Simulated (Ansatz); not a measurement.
# AlBH6OSSi: the cost of one run

Program: Ansatz 0.2.0, Gaussian basis. Level of theory: the settings change from run to run. These are calculated values, not measurements.

**1. The molecule**

An earlier PBE0-D4 in a triple-zeta def2 set relaxation fixed the geometry.

11 atoms, charge 0, spin multiplicity 1.

Atoms are counted from 1 here; the program's logs count them from 0.

Bond lengths: B1–Si2 1.935 Å, B1–S3 2.072 Å, B1–H6 1.198 Å, B1–H7 1.196 Å, Si2–S3 2.293 Å, Si2–O4 1.617 Å, Si2–H8 1.483 Å, S3–H9 1.344 Å, O4–Al5 1.692 Å, Al5–H10 1.575 Å, Al5–H11 1.580 Å. Angles: Si2–B1–S3 69.7°, Si2–B1–H6 115.1°, Si2–B1–H7 121.5°, S3–B1–H6 105.1°, S3–B1–H7 110.2°, H6–B1–H7 120.4°, B1–Si2–S3 58.0°, B1–Si2–O4 126.2°, B1–Si2–H8 125.0°, S3–Si2–O4 111.7°, S3–Si2–H8 104.8°, O4–Si2–H8 108.8°, B1–S3–Si2 52.3°, B1–S3–H9 97.4°, Si2–S3–H9 92.3°, Si2–O4–Al5 158.4°, O4–Al5–H10 117.6°, O4–Al5–H11 116.9° and more.

**2. r2SCAN/def2-mTZVP**

Options: high accuracy.

Input file in.yaml:

```yaml
crystal:
  periodic: [false, false, false]
  atoms:
    - {symbol: B, position_ang: [-0.189937, 1.170127, 1.650248]}
    - {symbol: Si, position_ang: [-1.070598, 0.280392, 0.175335]}
    - {symbol: S, position_ang: [-0.126986, -0.884903, 1.909989]}
    - {symbol: O, position_ang: [-0.398963, -0.109658, -1.242852]}
    - {symbol: Al, position_ang: [0.780235, -0.651541, -2.329004]}
    - {symbol: H, position_ang: [-0.920179, 1.570677, 2.511233]}
    - {symbol: H, position_ang: [0.917846, 1.607149, 1.543819]}
    - {symbol: H, position_ang: [-2.491655, -0.144069, 0.163631]}
    - {symbol: H, position_ang: [1.000651, -1.112293, 1.214194]}
    - {symbol: H, position_ang: [0.617392, -0.249259, -3.842780]}
    - {symbol: H, position_ang: [1.947492, -1.533723, -1.733313]}
basis:
  gaussian: {orbitals: def2-mTZVP}
hamiltonian: {xc: {name: r2SCAN}}
accuracy: high
output: {forces: true}
```

On the command line:

```console
ansatz run in.yaml --threads 4 --pin off --events-out ev --progress --plain --max-ram 10444MiB
```

**Question.** How long does this run take on 4 threads of Arm Neoverse V1, shared host, and how much memory does it need?

About 9.5 s, with a peak of 0.5 GiB.
